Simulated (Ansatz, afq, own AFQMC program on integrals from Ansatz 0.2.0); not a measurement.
**GeNH₂ (quartet): quantum Monte Carlo beside coupled cluster at distance Ge1–N2 = 6.232 Å, cc-pVDZ**

How near does AFQMC come to the top of the ladder for GeNH₂ (quartet)?

Method: cc-pVDZ, frozen cores; program: Ansatz 0.2.0, Gaussian basis, and an in-house AFQMC program (afq) on its integrals; all values are calculated.

The runs, in order: PBE (unrestricted); r2SCAN (unrestricted); PBE0 (unrestricted); B3LYP (unrestricted); wB97M-V (unrestricted); B2PLYP (unrestricted); CCSD(T) on UHF; CCSDT(Q) on UHF; Phaseless AFQMC, CISD trial on UHF; Phaseless AFQMC, single-determinant trial on UHF.

## 1. What is computed

The geometry derives from a PBE0/def2-TZVP stationary point (not a proven minimum). One bond is set to the value named and the two fragments are kept rigid. No spin-orbit coupling is included. The filled d shell of Ge may be among the frozen orbitals whatever the setting's name suggests; the logs give the count.

4 atoms, charge 0, spin multiplicity 4.

Atoms are counted from 1 here; the program's logs count them from 0.

Bond lengths: N2–H3 1.021 Å, N2–H4 1.021 Å. Angles: H3–N2–H4 108.9°.

## 2. PBE (unrestricted)

Contents of in.yaml:

```yaml
crystal:
  periodic: [false, false, false]
  atoms:
    - {symbol: Ge, position_ang: [0.000000, 0.000000, 4.970958]}
    - {symbol: N, position_ang: [0.000000, 0.000000, -1.261042]}
    - {symbol: H, position_ang: [0.000000, 0.830871, -1.854958]}
    - {symbol: H, position_ang: [0.000000, -0.830871, -1.854958]}
basis:
  gaussian: {orbitals: cc-pVDZ}
magnetization: {spin_polarized: true, initial_magnetization: 3}
hamiltonian: {xc: {name: PBE}}
output: {orbitals: {seedname: orbitals}}
```

Run with:

```sh
ansatz run in.yaml --threads 1 --pin off --events-out ev --progress --plain --max-ram 1382MiB
```

What it wrote:

```text
Functional definition: PBE
  name "PBE"
  cite "Perdew, Burke & Ernzerhof, Phys. Rev. Lett. 77, 3865 (1996) doi:10.1103/PhysRevLett.77.3865"
  parent pbe
  parameter kappa = 0.804
  parameter beta = 0.06672455060314922
  exchange = pbe_x(kappa = kappa, mu = beta*pi^2/3)
  correlation = pbe_c(beta = beta)
553 factors; integrals over basis functions are off by at most 1.3e-3 eV
mean field evaluation 1: about -58021.9858 eV, gradient 2.6e1 eV
mean field evaluation 2: about -57967.4334 eV, gradient 6.2e1 eV
mean field evaluation 4: about -57977.5419 eV, gradient 4.6e1 eV
mean field evaluation 8: about -58024.8322 eV, gradient 2.3e-5 eV
mean field evaluation 16: about -58024.8352 eV, gradient 9.6e-2 eV
mean field evaluation 32: about -58024.7589 eV, gradient 2.5e0 eV
mean field evaluation 64: about -58024.8160 eV, gradient 1.4e0 eV
mean field -58024.84887024 eV, -2132.3738653261 hartree, gradient 7.2e-6 eV, S^2 3.754244; 8 other end points of the search recorded, 0 dependent functions left out
reference -58024.84891267 eV, -2132.3738668854 hartree; 22, 19 occupied and 29, 32 virtual orbitals, 553 factors
Total energy: -58024.84891267 eV, -2132.3738668854 hartree
```

Run time: 6 s. Hardware: 1 thread of Intel Xeon Platinum 8375C at 2.90GHz (Ice Lake), shared host.

From the report: ⟨S²⟩ of the determinant 3.754 (pure quartet: 3.75).

## 3. r2SCAN (unrestricted)

in.yaml: that of step 2 with these lines changed.

```diff
@@ -10,3 +10,2 @@
 magnetization: {spin_polarized: true, initial_magnetization: 3}
-hamiltonian: {xc: {name: PBE}}
-output: {orbitals: {seedname: orbitals}}
+hamiltonian: {xc: {name: r2SCAN}}
```

Launched as before.

What it wrote, shortened:

```text
Functional definition: r2SCAN
  name "r2SCAN"
  cite "Furness, Kaplan, Ning, Perdew & Sun, J. Phys. Chem. Lett. 11, 8208 (2020) doi:10.1021/acs.jpclett.0c02405"
  cite "Furness, Kaplan, Ning, Perdew & Sun, J. Phys. Chem. Lett. 11, 9248 (2020) doi:10.1021/acs.jpclett.0c03077"
  parent r2scan
[...]
553 factors; integrals over basis functions are off by at most 1.3e-3 eV
[...]
mean field -58034.24310738 eV, -2132.7190971735 hartree, gradient 7.5e-7 eV, S^2 3.758472; 8 other end points of the search recorded, 0 dependent functions left out
reference -58034.24312046 eV, -2132.7190976540 hartree; 22, 19 occupied and 29, 32 virtual orbitals, 553 factors
Total energy: -58034.24312046 eV, -2132.7190976540 hartree
```

Wall time 17 s (1 thread of Intel Xeon Platinum 8375C at 2.90GHz (Ice Lake), shared host).

From the report: ⟨S²⟩ of the determinant 3.758 (pure quartet: 3.75).

## 4. PBE0 (unrestricted)

in.yaml: that of step 3 with these lines changed.

```diff
@@ -10,2 +10,3 @@
 magnetization: {spin_polarized: true, initial_magnetization: 3}
-hamiltonian: {xc: {name: r2SCAN}}
+hamiltonian: {xc: {name: PBE0}}
+output: {orbitals: {seedname: orbitals}}
```

The command is unchanged.

What it wrote, shortened:

```text
Functional definition: PBE0
  name "PBE0"
  cite "Adamo & Barone, J. Chem. Phys. 110, 6158 (1999) doi:10.1063/1.478522"
  cite "Perdew, Burke & Ernzerhof, Phys. Rev. Lett. 77, 3865 (1996) doi:10.1103/PhysRevLett.77.3865"
  parent pbe
[...]
553 factors; integrals over basis functions are off by at most 1.3e-3 eV
[...]
mean field -58026.58470249 eV, -2132.4376559847 hartree, gradient 2.2e-6 eV, S^2 3.756004; 3 other end points of the search recorded, 0 dependent functions left out
reference -58026.58473349 eV, -2132.4376571241 hartree; 22, 19 occupied and 29, 32 virtual orbitals, 553 factors
Total energy: -58026.58473349 eV, -2132.4376571241 hartree
```

Wall time 5.5 s (1 thread of Intel Xeon Platinum 8375C at 2.90GHz (Ice Lake), shared host).

From the report: ⟨S²⟩ of the determinant 3.756 (pure quartet: 3.75).

## 5. B3LYP (unrestricted)

in.yaml: that of step 4 with these lines changed.

```diff
@@ -10,3 +10,2 @@
 magnetization: {spin_polarized: true, initial_magnetization: 3}
-hamiltonian: {xc: {name: PBE0}}
-output: {orbitals: {seedname: orbitals}}
+hamiltonian: {xc: {name: B3LYP}}
```

Launched as before.

What it wrote, shortened:

```text
Functional definition: B3LYP
  name "B3LYP"
  cite "Stephens, Devlin, Chabalowski & Frisch, J. Phys. Chem. 98, 11623 (1994) doi:10.1021/j100096a001"
  cite "Becke, Phys. Rev. A 38, 3098 (1988) doi:10.1103/PhysRevA.38.3098"
  cite "Lee, Yang & Parr, Phys. Rev. B 37, 785 (1988) doi:10.1103/PhysRevB.37.785"
  cite "Vosko, Wilk & Nusair, Can. J. Phys. 58, 1200 (1980) doi:10.1139/p80-159"
[...]
553 factors; integrals over basis functions are off by at most 1.3e-3 eV
[...]
mean field -58036.81079736 eV, -2132.8134580397 hartree, gradient 2.6e-6 eV, S^2 3.754609; 8 other end points of the search recorded, 0 dependent functions left out
reference -58036.81106476 eV, -2132.8134678664 hartree; 22, 19 occupied and 29, 32 virtual orbitals, 553 factors
Total energy: -58036.81106476 eV, -2132.8134678664 hartree
```

Wall time 8.5 s (1 thread of Intel Xeon Platinum 8375C at 2.90GHz (Ice Lake), shared host).

From the report: ⟨S²⟩ of the determinant 3.755 (pure quartet: 3.75).

## 6. wB97M-V (unrestricted)

in.yaml: that of step 5 with these lines changed.

```diff
@@ -10,2 +10,3 @@
 magnetization: {spin_polarized: true, initial_magnetization: 3}
-hamiltonian: {xc: {name: B3LYP}}
+hamiltonian: {xc: {name: wB97M-V}}
+output: {orbitals: {seedname: orbitals}}
```

Launched as before.

What it wrote, shortened:

```text
Functional definition: wB97M-V
  name "wB97M-V"
  cite "Mardirossian & Head-Gordon, J. Chem. Phys. 144, 214110 (2016) doi:10.1063/1.4952647"
  cite "Becke, J. Chem. Phys. 107, 8554 (1997) doi:10.1063/1.475007"
  cite "Vydrov & Van Voorhis, J. Chem. Phys. 133, 244103 (2010) doi:10.1063/1.3521275"
  # Of w^i u^j: cxij and so on, Table III.
[...]
  gx(w, u) = 1 - cx + cx01*u + cx10*w
  gss(w, u) = css00 + css04*u^4 + css10*w + css20*w^2 + css43*w^4*u^3
  gos(w, u) = cos00 + cos10*w + (cos20 + cos21*u)*w^2 + (cos60 + cos61*u)*w^6
[...]
      + integral(e_c_pw_mod_opposite_spin*gos(b97_w_opposite, b97_u_opposite)) + vv10(b, c)
553 factors; integrals over basis functions are off by at most 1.3e-3 eV
152 factors; integrals over basis functions are off by at most 7.5e-6 eV
[...]
mean field -58031.65440369 eV, -2132.6239640675 hartree, gradient 5.0e-7 eV, S^2 3.755031; 3 other end points of the search recorded, 0 dependent functions left out
reference -58031.65444418 eV, -2132.6239655555 hartree; 22, 19 occupied and 29, 32 virtual orbitals, 553 factors
Total energy: -58031.65444418 eV, -2132.6239655555 hartree
```

Run time: 27 s. Hardware: 1 thread of Intel Xeon Platinum 8375C at 2.90GHz (Ice Lake), shared host.

From the report: ⟨S²⟩ of the determinant 3.755 (pure quartet: 3.75).

## 7. B2PLYP (unrestricted)

in.yaml: that of step 6 with these lines changed.

```diff
@@ -10,3 +10,3 @@
 magnetization: {spin_polarized: true, initial_magnetization: 3}
-hamiltonian: {xc: {name: wB97M-V}}
-output: {orbitals: {seedname: orbitals}}
+hamiltonian: {xc: {name: B2PLYP}}
+correlation: {electrons: outside_noble_gas}
```

Same command.

What it wrote, shortened:

```text
Functional definition: B2PLYP
  name "B2PLYP"
  cite "Grimme, J. Chem. Phys. 124, 034108 (2006) doi:10.1063/1.2148954"
  cite "Becke, Phys. Rev. A 38, 3098 (1988) doi:10.1103/PhysRevA.38.3098"
  cite "Lee, Yang & Parr, Phys. Rev. B 37, 785 (1988) doi:10.1103/PhysRevB.37.785"
[...]
553 factors; integrals over basis functions are off by at most 1.3e-3 eV
[...]
mean field -58021.05995983 eV, -2132.2346254370 hartree, gradient 1.8e-9 eV, S^2 3.758110; 5 other end points of the search recorded, 0 dependent functions left out
15 core orbitals not correlated: weight in the atoms' cores, before any rotation towards them, 1.000 or more for the frozen orbitals, at most 0.000 for the correlated occupied ones
reference -58021.06012651 eV, -2132.2346315623 hartree; 7, 4 occupied and 29, 32 virtual orbitals, 553 factors
second order -6.07495111 eV of doubles, -0.00000000 eV of singles
Total energy: -58022.70036331 eV, -2132.2949091529 hartree
```

Wall time 9.5 s (1 thread of Intel Xeon Platinum 8375C at 2.90GHz (Ice Lake), shared host).

From the report: ⟨S²⟩ of the determinant 3.758 (pure quartet: 3.75).

## 8. CCSD(T) on UHF

in.yaml: that of step 7 with these lines changed.

```diff
@@ -10,3 +10,2 @@
 magnetization: {spin_polarized: true, initial_magnetization: 3}
-hamiltonian: {xc: {name: B2PLYP}}
-correlation: {electrons: outside_noble_gas}
+correlation: {method: ccsd_t, electrons: outside_noble_gas, hamiltonian_folder: ham}
```

Same command.

What it wrote, shortened:

```text
Functional definition: HF
  name "HF"
  cite "Fock, Z. Phys. 61, 126 (1930) doi:10.1007/BF01340294"
  parent pbe
[...]
553 factors; integrals over basis functions are off by at most 1.3e-3 eV
[...]
mean field -57983.61035756 eV, -2130.8583779377 hartree, gradient 1.3e-8 eV, S^2 3.766657; 17 other end points of the search recorded, 0 dependent functions left out
determinant -57983.61035756 eV, -2130.8583779377 hartree, with singles and doubles -57989.55856203 eV, -2131.0769704199 hartree
determinant -57983.59086473 eV, -2130.8576615895 hartree, with singles and doubles -57989.54097320 eV, -2131.0763240424 hartree
determinant -57983.59039706 eV, -2130.8576444029 hartree, with singles and doubles -57989.54054349 eV, -2131.0763082508 hartree
determinant -57981.57197287 eV, -2130.7834686819 hartree, with singles and doubles -57987.53317241 eV, -2131.0025387244 hartree
[...]
determinant -57980.38619491 eV, -2130.7398921457 hartree, with singles and doubles -57985.32948481 eV, -2130.9215546987 hartree
determinant -57983.61035756 eV, -2130.8583779377 hartree, with singles and doubles -57989.55860247 eV, -2131.0769719061 hartree
determinant -57983.59086473 eV, -2130.8576615895 hartree, with singles and doubles -57989.54101091 eV, -2131.0763254281 hartree
determinant -57983.59039706 eV, -2130.8576444029 hartree, with singles and doubles -57989.54058098 eV, -2131.0763096285 hartree
15 core orbitals not correlated: weight in the atoms' cores, before any rotation towards them, 1.000 or more for the frozen orbitals, at most 0.000 for the correlated occupied ones
reference -57983.61035756 eV, -2130.8583779377 hartree; 7, 4 occupied and 29, 32 virtual orbitals, 553 factors
second order -4.98391880 eV of doubles, -0.00000000 eV of singles
cycle   1  -5.94824522 eV  change   -3.2e-7 eV  update   2.4e-6
perturbative correction -0.08908846 eV, -0.0032739407 hartree
Total energy: -57989.64769125 eV, -2131.0802458583 hartree
```

It took 14 s on 1 thread of Intel Xeon Platinum 8375C at 2.90GHz (Ice Lake), shared host.

From the report: ⟨S²⟩ of the determinant 3.767 (pure quartet: 3.75); correlation -6.0373 eV; T1 0.007; largest double amplitude 0.10.

This run also writes the integrals to the folder ham.

## 9. CCSDT(Q) on UHF

in.yaml: that of step 8 with these lines changed.

```diff
@@ -10,2 +10,2 @@
 magnetization: {spin_polarized: true, initial_magnetization: 3}
-correlation: {method: ccsd_t, electrons: outside_noble_gas, hamiltonian_folder: ham}
+correlation: {method: ccsdt_q, electrons: outside_noble_gas}
```

Same command.

What it wrote, shortened:

```text
Functional definition: HF
  name "HF"
  cite "Fock, Z. Phys. 61, 126 (1930) doi:10.1007/BF01340294"
  parent pbe
[...]
914 factors; integrals over basis functions are off by at most 1.4e-7 eV
[...]
mean field -57983.61036533 eV, -2130.8583782232 hartree, gradient 1.0e-8 eV, S^2 3.766657; 17 other end points of the search recorded, 0 dependent functions left out
determinant -57983.61036533 eV, -2130.8583782232 hartree, with singles and doubles -57989.55855778 eV, -2131.0769702637 hartree
determinant -57983.59087310 eV, -2130.8576618971 hartree, with singles and doubles -57989.54096977 eV, -2131.0763239165 hartree
determinant -57983.59040543 eV, -2130.8576447105 hartree, with singles and doubles -57989.54053997 eV, -2131.0763081215 hartree
determinant -57981.57198144 eV, -2130.7834689968 hartree, with singles and doubles -57987.53317071 eV, -2131.0025386618 hartree
[...]
determinant -57983.61036533 eV, -2130.8583782232 hartree, with singles and doubles -57989.55859810 eV, -2131.0769717454 hartree
determinant -57983.59087310 eV, -2130.8576618971 hartree, with singles and doubles -57989.54100725 eV, -2131.0763252937 hartree
determinant -57983.59040543 eV, -2130.8576447105 hartree, with singles and doubles -57989.54057752 eV, -2131.0763095013 hartree
15 core orbitals not correlated: weight in the atoms' cores, before any rotation towards them, 1.000 or more for the frozen orbitals, at most 0.000 for the correlated occupied ones
reference -57983.61036533 eV, -2130.8583782232 hartree; 7, 4 occupied and 29, 32 virtual orbitals, 914 factors
second order -4.98392436 eV of doubles, -0.00000000 eV of singles
cycle   1  -5.67566058 eV  change   -6.9e-1 eV  update   6.4e-2
[...]
cycle  20  -6.05360050 eV  change   -5.3e-7 eV  update   9.2e-7
perturbative correction -0.00655703 eV, -0.0002409666 hartree
Total energy: -57989.67052287 eV, -2131.0810849050 hartree
```

Wall time 26 s (1 thread of Intel Xeon Platinum 8375C at 2.90GHz (Ice Lake), shared host); peak memory 0.27 GiB.

From the report: ⟨S²⟩ of the determinant 3.767 (pure quartet: 3.75); correlation -6.0602 eV; T1 0.007; largest double amplitude 0.10.

## 10. Phaseless AFQMC, CISD trial on UHF

It reads the integrals that the CCSD(T) run on this determinant wrote.

Run with:

```sh
afq ham --method phaseless --trial cisd --walkers 60 --populations 1 --least-time 40 --time-step 0.005 --steps-per-block 50 --equilibration-blocks 40 --max-blocks 300 --target-error 0.0008 --factor-cut 1e-05 --start spin_pure --seed 7899 --release-times 0.24,0.51,0.99,1.62,2.4 --release-step 0.03 --release-every 4 --taylor-order 6
```

What it wrote:

```text
orbitals 36  electrons 7 4  factors 235 of 553
reference energy -2130.85837794 Eh
CCSD correlation -0.21859389 Eh in 11 cycles, weight of the determinant in the CISD state 0.8990
energy of the start -2131.076627 Eh
 block  time / (1/Eh)  mean weight  energy / Eh
     1     0.250  0.9986  -2131.073822
     2     0.500  0.9998  -2131.075878
     3     0.750  1.0000  -2131.076831
     4     1.000  0.9999  -2131.077758
     5     1.250  1.0002  -2131.076604
     6     1.500  1.0029  -2131.078201
     7     1.750  0.9976  -2131.079113
     8     2.000  1.0006  -2131.081136
     9     2.250  0.9979  -2131.080158
    10     2.500  1.0031  -2131.084328
    11     2.750  0.9997  -2131.080759
    16     4.000  0.9999  -2131.083516
    21     5.250  1.0007  -2131.079311
    26     6.500  0.9985  -2131.084211
    31     7.750  1.0009  -2131.078752
    36     9.000  0.9976  -2131.078570
    41    10.250  1.0018  -2131.086521
    46    11.500  1.0008  -2131.079299
    51    12.750  1.0013  -2131.079025
    56    14.000  0.9951  -2131.079439
    61    15.250  1.0010  -2131.078482
    66    16.500  1.0000  -2131.077428
    71    17.750  1.0009  -2131.088691
    76    19.000  0.9996  -2131.087042
    81    20.250  1.0004  -2131.085199
    86    21.500  0.9972  -2131.078862
    91    22.750  1.0017  -2131.077763
    96    24.000  1.0028  -2131.081444
   101    25.250  0.9986  -2131.079052
   106    26.500  0.9970  -2131.078257
   111    27.750  0.9990  -2131.077451
   116    29.000  0.9996  -2131.077444
   121    30.250  0.9985  -2131.079457
   126    31.500  0.9989  -2131.079218
   131    32.750  0.9997  -2131.080592
   136    34.000  1.0004  -2131.083676
   141    35.250  1.0014  -2131.079785
   146    36.500  0.9998  -2131.078827
   151    37.750  1.0017  -2131.079672
   156    39.000  1.0007  -2131.078247
   161    40.250  1.0011  -2131.078447
   166    41.500  1.0002  -2131.079325
   171    42.750  1.0009  -2131.085858
   176    44.000  1.0018  -2131.081619
   181    45.250  1.0010  -2131.082400
   186    46.500  0.9986  -2131.086962
   191    47.750  1.0005  -2131.080656
   196    49.000  1.0025  -2131.081768
blocks merged  error / Eh  count
     1  0.000249  160
     2  0.000300  80
     4  0.000345  40
     8  0.000321  20
    16  0.000376  10
released: time / (1/Eh)  energy / Eh  error  mean overlap
  0.24  -2131.080624  0.000345  0.9989
  0.51  -2131.080361  0.000324  1.0128
  0.99  -2131.080829  0.000422  1.0143
  1.62  -2131.080650  0.000352  1.0478
  2.40  -2131.081064  0.000465  1.0689
energy -2131.080594 +/- 0.000345 Eh
```

Run time: 9.7 min. Hardware: 1 thread of Intel Xeon Platinum 8375C at 2.90GHz (Ice Lake), shared host.

Energy -57989.6572 ± 0.0094 eV. Caveats: constraint bias not in the error.

## 11. Phaseless AFQMC, single-determinant trial on UHF

It reads the integrals that the CCSD(T) run on this determinant wrote.

Run with:

```sh
afq ham --method phaseless --trial hf --walkers 120 --populations 1 --least-time 40 --time-step 0.005 --steps-per-block 20 --equilibration-blocks 160 --max-blocks 600 --target-error 0.0024000000000000002 --factor-cut 1e-05 --start spin_pure --seed 4595 --taylor-order 6
```

What it wrote:

```text
orbitals 36  electrons 7 4  factors 235 of 553
reference energy -2130.85837794 Eh
CCSD correlation -0.21859389 Eh in 11 cycles, weight of the determinant in the CISD state 0.8990
energy of the start -2130.858670 Eh
 block  time / (1/Eh)  mean weight  energy / Eh
     1     0.100  0.9997  -2130.914605
     2     0.200  1.0025  -2130.957562
     3     0.300  1.0005  -2130.972839
     4     0.400  1.0009  -2130.998301
     5     0.500  1.0022  -2131.027507
     6     0.600  0.9983  -2131.026260
     7     0.700  1.0002  -2131.032151
     8     0.800  1.0002  -2131.042342
     9     0.900  1.0022  -2131.046314
    10     1.000  0.9988  -2131.035411
    15     1.500  0.9992  -2131.079722
    29     2.900  1.0010  -2131.080852
    43     4.300  0.9993  -2131.089989
    57     5.700  1.0011  -2131.089084
    71     7.100  1.0001  -2131.073964
    85     8.500  0.9991  -2131.090573
    99     9.900  1.0001  -2131.083138
   113    11.300  1.0006  -2131.112939
   127    12.700  0.9990  -2131.050695
   141    14.100  0.9988  -2131.086722
   155    15.500  1.0000  -2131.089783
   169    16.900  1.0012  -2131.065672
   183    18.300  1.0004  -2131.087399
   197    19.700  0.9999  -2131.120411
   211    21.100  1.0004  -2131.065022
   225    22.500  1.0014  -2131.062548
   239    23.900  1.0001  -2131.058183
   253    25.300  0.9998  -2131.072261
   267    26.700  1.0000  -2131.079918
   281    28.100  0.9990  -2131.067695
   295    29.500  1.0013  -2131.066297
   309    30.900  0.9994  -2131.073231
   323    32.300  0.9987  -2131.090371
   337    33.700  1.0014  -2131.097697
   351    35.100  1.0000  -2131.088463
   365    36.500  0.9989  -2131.099928
   379    37.900  1.0040  -2131.075316
   393    39.300  1.0000  -2131.073993
   407    40.700  0.9998  -2131.081788
   421    42.100  0.9982  -2131.065755
   435    43.500  1.0016  -2131.059900
   449    44.900  1.0023  -2131.072837
   463    46.300  0.9976  -2131.085556
   477    47.700  0.9993  -2131.063468
   491    49.100  1.0028  -2131.096427
   505    50.500  1.0010  -2131.081412
   519    51.900  0.9971  -2131.087688
   533    53.300  0.9976  -2131.054403
   547    54.700  1.0001  -2131.087472
blocks merged  error / Eh  count
     1  0.000816  400
     2  0.001064  200
     4  0.001271  100
     8  0.001493  50
    16  0.001638  25
    32  0.001731  12
energy -2131.078082 +/- 0.001638 Eh
```

Run time: 2.8 min. Hardware: 1 thread of Intel Xeon Platinum 8375C at 2.90GHz (Ice Lake), shared host.

Energy -57989.5888 ± 0.0446 eV. Caveats: constraint bias not in the error.

## 12. All levels side by side

On the UHF determinant, counted from CCSDT(Q) (a yardstick, not exact):

| level | energy (eV) | from CCSDT(Q) (kJ/mol) | statistical error (kJ/mol) | time |
| --- | --- | --- | --- | --- |
| HF | -57983.6104 | +584.7 |  |  |
| MP2 | -57988.5943 | +103.8 |  |  |
| CCSD | -57989.5586 | +10.8 |  |  |
| CCSD(T) | -57989.6477 | +2.2 |  |  |
| CCSDT(Q) | -57989.6705 | 0.0 |  |  |
| Phaseless AFQMC, CISD trial, step 0.005, 60 walkers | -57989.6572 | +1.3 | 0.9 | 9.7 min |
| Phaseless AFQMC, single-determinant trial, step 0.005, 120 walkers | -57989.5888 | +7.9 | 4.3 | 2.8 min |

The functionals' totals stand on their own zeros and serve differences with other points: PBE -58024.849 eV; r2SCAN -58034.243 eV; PBE0 -58026.585 eV; B3LYP -58036.811 eV; wB97M-V -58031.654 eV; B2PLYP -58022.700 eV.

## 13. Results

```
                                                      quantity              value
                                  CCSD(T) on UHF from CCSDT(Q)        +2.2 kJ/mol
              Phaseless AFQMC, CISD trial on UHF from CCSDT(Q)  +1.3 ± 0.9 kJ/mol
Phaseless AFQMC, single-determinant trial on UHF from CCSDT(Q)  +7.9 ± 4.3 kJ/mol
```

On UHF the phaseless walk with the CISD trial lies +1.3 kJ/mol from CCSDT(Q), within three error bars. Error bars are statistical and leave out the constraint, the time step and what remains of the start.
